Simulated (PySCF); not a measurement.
# C10H16O2Si: the cost of one run

The runs use PySCF 2.14.0, with density-fitted response routines of our own; the level of theory stands in each step. All values are computed, except where a source is named. Atoms count from 0, in the outputs and in this text.

## (1) The starting structure

29 atoms, charge 0, multiplicity 1; geometry from: GFN2-xTB.

Bonds of the start (Å): C0–Si1 1.91, Si1–C2 1.91, Si1–C3 1.89, C3–C4 1.33, C4–C5 1.50, C5–C6 1.54, C6–O7 1.43, Si1–C8 1.89, C8–C9 1.33, C9–C10 1.50, C10–C11 1.54, C11–O12 1.43, O7–C3 1.37, O12–C8 1.37, C0–H13 1.09, C0–H14 1.09, C0–H15 1.09, C2–H16 1.09, C2–H17 1.09, C2–H18 1.09, C4–H19 1.07, C5–H20 1.09, C5–H21 1.09, C6–H22 1.09, C6–H23 1.09, C9–H24 1.07, C10–H25 1.09, C10–H26 1.09, C11–H27 1.09, C11–H28 1.09.

## (2) Optimising the geometry at PBE0-D3(BJ)/def2-SVP

The job: settings as JSON, then the geometry in Å.

```
{"job": {"xc": "PBE0", "basis": "def2-SVP", "d3": "d3bj", "grid": 1, "kind": "geom"}, "charge": 0, "multiplicity": 1}
C     -0.406220     1.646570     1.970640
Si     0.011350     0.962330     0.242350
C      0.454920     2.371070    -0.964730
C     -1.467590     0.001390    -0.441760
C     -1.796130    -1.286290    -0.367600
C     -3.113290    -1.526960    -1.051770
C     -3.464670    -0.105020    -1.524200
O     -2.404190     0.754970    -1.104180
C      1.464690    -0.240380     0.381930
C      1.764200    -1.348370    -0.292040
C      3.071600    -1.912960     0.190500
C      3.452610    -0.889750     1.275140
O      2.414440     0.090640     1.315900
H      0.483750     2.049070     2.444580
H     -0.803980     0.870760     2.618960
H     -1.144780     2.440920     1.912460
H      1.211060     3.027240    -0.543380
H     -0.422920     2.969570    -1.188040
H      0.838570     1.983360    -1.904360
H     -1.224210    -2.057810     0.106230
H     -3.860570    -1.928100    -0.363480
H     -3.016500    -2.226130    -1.885770
H     -3.545790    -0.035880    -2.613680
H     -4.395250     0.265060    -1.082130
H      1.177540    -1.792380    -1.070210
H      2.954120    -2.920190     0.597270
H      3.813440    -1.959440    -0.609850
H      3.529070    -1.343930     2.268210
H      4.393900    -0.376370     1.054260
```

**Question.** How long does this first job take on 8 threads of Arm Neoverse V1, shared host?

About 6.5 min.
